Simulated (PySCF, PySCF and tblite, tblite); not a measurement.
# C7H9N: telling isomers apart by computed NMR, part 3 of 3

PySCF and tblite. Atoms count from 0. The steps go on from the part before.

### 14 Shieldings, isomer C, conformer 1: BLYP/cc-pVDZ

What the job is given:

```
{"job": {"xc": "BLYP", "basis": "cc-pVDZ", "kind": "nmr", "pop": false}, "charge": 0, "multiplicity": 1}
C     -2.184515    -0.767537    -0.408847
C     -1.440687     0.355738     0.323121
C      0.030061     0.292926     0.008329
C      0.901101    -0.475593     0.774810
C      2.240661    -0.536100     0.422695
N      2.743318     0.108285    -0.625526
C      1.917219     0.842864    -1.363509
C      0.563646     0.962758    -1.088678
H     -3.249283    -0.722387    -0.180748
H     -2.051260    -0.668551    -1.486521
H     -1.799437    -1.739470    -0.099014
H     -1.597068     0.249769     1.400929
H     -1.848715     1.321966     0.011235
H      0.540642    -1.019003     1.640912
H      2.939327    -1.127924     1.007257
H      2.356217     1.358369    -2.212999
H     -0.068225     1.575922    -1.721233
```

The program printed:

```text
coarse grid: 14248 points
cycle   1  E = -326.6361947478  dE =  9.791e-01  |g| = 5.691e-01  |ddm| = 8.813e+00
cycle   2  E = -326.5359604245  dE =  1.002e-01  |g| = 8.424e-01  |ddm| = 3.093e+00
cycle   3  E = -326.7278316815  dE = -1.919e-01  |g| = 1.347e-01  |ddm| = 1.728e+00
cycle   4  E = -326.7312179879  dE = -3.386e-03  |g| = 5.762e-02  |ddm| = 2.447e-01
cycle   5  E = -326.7318631827  dE = -6.452e-04  |g| = 2.085e-02  |ddm| = 1.035e-01
cycle   6  E = -326.7319661928  dE = -1.030e-04  |g| = 9.476e-03  |ddm| = 4.477e-02
cycle   7  E = -326.7319909364  dE = -2.474e-05  |g| = 1.636e-03  |ddm| = 1.516e-02
cycle   8  E = -326.7319916510  dE = -7.146e-07  |g| = 3.316e-04  |ddm| = 3.299e-03
final grid: 137800 points
cycle   9  E = -326.7655437388  dE = -3.065e-05  |g| = 1.006e-02  |ddm| = 7.824e-02
cycle  10  E = -326.7655146992  dE =  2.904e-05  |g| = 1.438e-02  |ddm| = 4.858e-02
cycle  11  E = -326.7655710269  dE = -5.633e-05  |g| = 1.782e-03  |ddm| = 2.854e-02
cycle  12  E = -326.7655718066  dE = -7.796e-07  |g| = 3.677e-04  |ddm| = 2.976e-03
cycle  13  E = -326.7655718347  dE = -2.809e-08  |g| = 1.569e-04  |ddm| = 7.059e-04
cycle  14  E = -326.7655718411  dE = -6.436e-09  |g| = 4.848e-05  |ddm| = 2.911e-04
cycle  15  E = -326.7655718417  dE = -5.401e-10  |g| = 1.824e-05  |ddm| = 9.334e-05
converged SCF energy = -326.7655718417

GIAO shielding tensors (ppm)
atom      isotropic    diamagn.    paramagn.     s11        s22        s33       span
  0 C      168.261     244.873     -76.612    157.449    158.620    188.713     31.264
  1 C      153.658     252.022     -98.364    137.951    149.932    173.090     35.140
  2 C       42.755     253.148    -210.393    -40.995     -9.753    179.014    220.009
  3 C       71.390     258.781    -187.391    -24.418     73.150    165.437    189.855
  4 C       46.212     258.719    -212.507    -52.097     43.925    146.808    198.904
  5 N      -61.637     334.293    -395.931   -352.313   -127.473    294.874    647.187
  6 C       46.212     258.504    -212.292    -52.096     43.925    146.807    198.904
  7 C       71.387     257.791    -186.405    -24.416     73.148    165.428    189.844
  8 H       30.243      27.806       2.438     26.936     26.938     36.857      9.921
  9 H       30.631      31.531      -0.900     26.621     30.180     35.093      8.471
 10 H       30.632      31.973      -1.341     26.621     30.183     35.092      8.471
 11 H       29.114      32.569      -3.456     25.662     28.368     33.311      7.648
 12 H       29.114      31.832      -2.718     25.663     28.368     33.311      7.648
 13 H       24.825      35.648     -10.823     22.025     22.622     29.827      7.802
 14 H       23.035      30.048      -7.013     19.513     22.100     27.493      7.980
 15 H       23.036      29.237      -6.201     19.513     22.100     27.493      7.980
 16 H       24.825      34.705      -9.879     22.026     22.622     29.827      7.801
```

It took 30 s on 1 thread of Arm Neoverse V1, shared host.

This run: HOMO -5.28 eV, LUMO -1.13 eV; dipole 2.42 D.

### 15 The ensemble, isomer C: properties at BLYP/cc-pVDZ

What the job is given:

```
{"job": {"study": "conf", "smiles": "CCc1ccncc1", "search": {"seed": 1282, "n_embed": 60, "ff_keep": 14, "window": 2.5, "nmax": 6, "temps": [250, 298.15, 350], "t_ref": 298.15, "order": 0.001}, "level": {"nmr": {"xc": "BLYP", "basis": "cc-pVDZ"}, "alter": {"geometry": "GFN1-xTB"}, "change": "BLYP/cc-pVDZ; GFN1-xTB geometries"}, "kind": "conf"}, "charge": 0, "multiplicity": 1}
C     -2.184515    -0.767537    -0.408847
C     -1.440687     0.355738     0.323121
C      0.030061     0.292926     0.008329
C      0.901101    -0.475593     0.774810
C      2.240661    -0.536100     0.422695
N      2.743318     0.108285    -0.625526
C      1.917219     0.842864    -1.363509
C      0.563646     0.962758    -1.088678
H     -3.249283    -0.722387    -0.180748
H     -2.051260    -0.668551    -1.486521
H     -1.799437    -1.739470    -0.099014
H     -1.597068     0.249769     1.400929
H     -1.848715     1.321966     0.011235
H      0.540642    -1.019003     1.640912
H      2.939327    -1.127924     1.007257
H      2.356217     1.358369    -2.212999
H     -0.068225     1.575922    -1.721233
```

The program printed:

```text
conformer  sym    E(xTB)   E(DFT)   G(298.15 K)  weight  dipole/D
    1     Cs      0.000    0.000    0.000   1.0000    2.418

mean shielding (ppm) by class
class atoms           250 K   298.15 K      350 K
  0 C  0            168.261    168.261    168.261
  1 C  1            153.658    153.658    153.658
  2 C  2             42.755     42.755     42.755
  3 C  3,7           71.388     71.388     71.388
  4 C  4,6           46.212     46.212     46.212
  5 N  5            -61.638    -61.638    -61.638
  6 H  8,9,10        30.502     30.502     30.502
  7 H  11,12         29.114     29.114     29.114
  8 H  13,16         24.825     24.825     24.825
  9 H  14,15         23.035     23.035     23.035
```

Wall time 30 s (1 thread of Arm Neoverse V1, shared host). This counts the runs that the step sums up.

Against the first level, at 298 K (shieldings, ppm; largest changes first):

```
      atoms  PBE0/pcSseg-1  BLYP/cc-pVDZ  change
         N5          -85.3         -61.6   +23.7
         C2           27.2          42.8   +15.6
     C4, C6           30.8          46.2   +15.4
     C3, C7           59.1          71.4   +12.3
         C0          164.9         168.3    +3.4
         C1          152.2         153.7    +1.5
   H13, H16          24.48         24.82   +0.34
   H14, H15          22.82         23.04   +0.22
   H11, H12          29.08         29.11   +0.04
H8, H9, H10          30.49         30.50   +0.01
```

Weights: from PBE0/pcSseg-1 energies 1: 100 %; from BLYP/cc-pVDZ energies 1: 100 % (with a dispersion term where the level has one and the same thermal terms, so they don't follow from the SCF energies alone). Times: 24 s and 30 s.

### 16 Assigning the signals

What the job is given:

```
{"job": {"study": "set", "relation": "regioisomers", "members": [{"smiles": "[CH3:1][CH2:2][c:3]1[cH:4][cH:5][cH:6][n:7][cH:8]1"}, {"smiles": "[CH3:1][CH2:2][c:3]1[cH:4][cH:5][cH:6][cH:7][n:8]1"}, {"smiles": "[CH3:1][CH2:2][c:3]1[cH:4][cH:5][n:6][cH:7][cH:8]1"}], "charge": 0, "search": {"seed": 1282, "n_embed": 60, "ff_keep": 14, "window": 2.5, "nmax": 6, "temps": [250, 298.15, 350], "t_ref": 298.15, "order": 0.001}, "level": {"nmr": {"xc": "PBE0", "basis": "pcSseg-1"}}, "dp4": {"C": [2.5, 10], "H": [0.15, 10]}, "second_levels": [{"nmr": {"xc": "BLYP", "basis": "cc-pVDZ"}, "wide": true, "alter": {"geometry": "GFN1-xTB"}, "change": "BLYP/cc-pVDZ; GFN1-xTB geometries"}], "kind": "set"}, "charge": 0, "multiplicity": 1}
C     -2.277909     0.524061    -0.427960
C     -1.481737    -0.680502     0.078720
C     -0.028003    -0.332197     0.198153
C      0.849143    -0.490874    -0.868375
C      2.173503    -0.114490    -0.721366
C      2.574979     0.412538     0.496466
N      1.753732     0.570739     1.519931
C      0.492746     0.209398     1.369575
H     -2.173679     1.361663     0.258180
H     -1.914532     0.835222    -1.405091
H     -3.332592     0.273067    -0.513514
H     -1.869195    -0.984441     1.053258
H     -1.605734    -1.513737    -0.616506
H      0.496736    -0.908940    -1.801615
H      2.877138    -0.227689    -1.531885
H      3.598136     0.721535     0.665418
H     -0.139728     0.356678     2.236701
```

The program printed:

```text
isomer  G rel   conformers  SMILES
A     2.143      1   CCc1cccnc1
B     0.000      3   CCc1ccccn1
C     2.025      1   CCc1ccncc1

signals of isomer C at the second level: probabilities [0.0, 0.0, 1.0]
```

It took 2.5 min on 1 thread of Arm Neoverse V1, shared host. This counts the whole study up to here.

The 3 candidates (regioisomers), with energies and dipoles from their ensembles above, at 298 K; shieldings at PBE0/pcSseg-1:

```
isomer      SMILES  conformers    ΔE    ΔG  μ rms (D)
     A  CCc1cccnc1           1  1.57  2.14       2.48
     B  CCc1ccccn1           3  0.00  0.00       1.84
     C  CCc1ccncc1           1  1.03  2.02       2.78
```

Energies in kcal/mol.

The signals of isomer C, computed at a second level (BLYP/cc-pVDZ on GFN1-xTB geometries), stand in for a spectrum. The test takes 7 C values, 9 H values (hydrogens on carbon alone). Each candidate's shieldings are matched to them as sorted lists by a straight-line fit, or by a shift alone where signals are few or close (slope 1; a small slope inflates the errors), and the errors are weighed by Student-t tails (C: width 2.5 ppm, H: width 0.15 ppm).

```
candidate  C slope  C mean error  C largest  H slope  H mean error  H largest   P(C)   P(H)  P(all)
        A     1.09           4.5       13.0     1.05          0.14       0.48    0.0    0.0     0.0
        B     1.12           3.7       11.1     0.96          0.28       0.82    0.0    0.0     0.0
        C     1.11           0.5        1.6     1.04          0.05       0.11  100.0  100.0   100.0
```

Errors in ppm, probabilities in per cent.

### 17 What came out

This closing draws on all 3 parts.

| quantity | value |
| --- | --- |
| conformers, isomer A | 1; the first in weight is no. 1 (C1), 100 % at 298 K |
| root-mean-square dipole, isomer A | 2.48 D |
| averaged $^{13}$C shifts, isomer A (PBE0/pcSseg-1) | 155.4, 153.2, 145.5, 140.9, 128.3, 32.0, 22.5 ppm |
| averaged $^{1}$H shifts, isomer A (PBE0/pcSseg-1) | 8.86, 8.84, 7.72, 7.37, 2.63, 1.21 ppm |
| conformers, isomer B | 3; the first in weight is no. 1 (C1), 45 % at 298 K |
| root-mean-square dipole, isomer B | 1.84 D |
| averaged $^{13}$C shifts, isomer B (PBE0/pcSseg-1) | 169.3, 155.2, 141.9, 126.8, 125.3, 35.6, 16.0 ppm |
| averaged $^{1}$H shifts, isomer B (PBE0/pcSseg-1) | 8.89, 7.88, 7.37, 7.23, 3.00, 1.37 ppm |
| conformers, isomer C | 1; the first in weight is no. 1 (Cs), 100 % at 298 K |
| root-mean-square dipole, isomer C | 2.78 D |
| averaged $^{13}$C shifts, isomer C (PBE0/pcSseg-1) | 159.8, 156.1, 127.9, 34.8, 22.0 ppm |
| averaged $^{1}$H shifts, isomer C (PBE0/pcSseg-1) | 8.90, 7.23, 2.64, 1.23 ppm |
| lowest in free energy | isomer B |
| signals of C (BLYP/cc-pVDZ on GFN1-xTB geometries) | best fit C, 100 % |

In words: The search found one conformer for isomer A in the window, so the averages are its own values. At 298 K conformer 1 holds 45 % of the ensemble for isomer B (47 % at 250 K, 44 % at 350 K). Among conformers of isomer B over 5 %, C0 differs by 7.9 ppm, while the average moves by 0.3 ppm from 250 to 350 K. Conformer 3 of isomer B (19 % of the weight) has an imaginary mode: no true minimum, yet counted in the averages. The search found one conformer for isomer C in the window, so the averages are its own values. Between PBE0/pcSseg-1 and BLYP/cc-pVDZ, N5 of isomer C changes most, by 23.7 ppm of raw shielding (the geometries differ too). The test names the right isomer, C, with 100 %. The stand-in spectrum is computed, so it shares conformers and some errors with the candidates; a measured one would test harder.
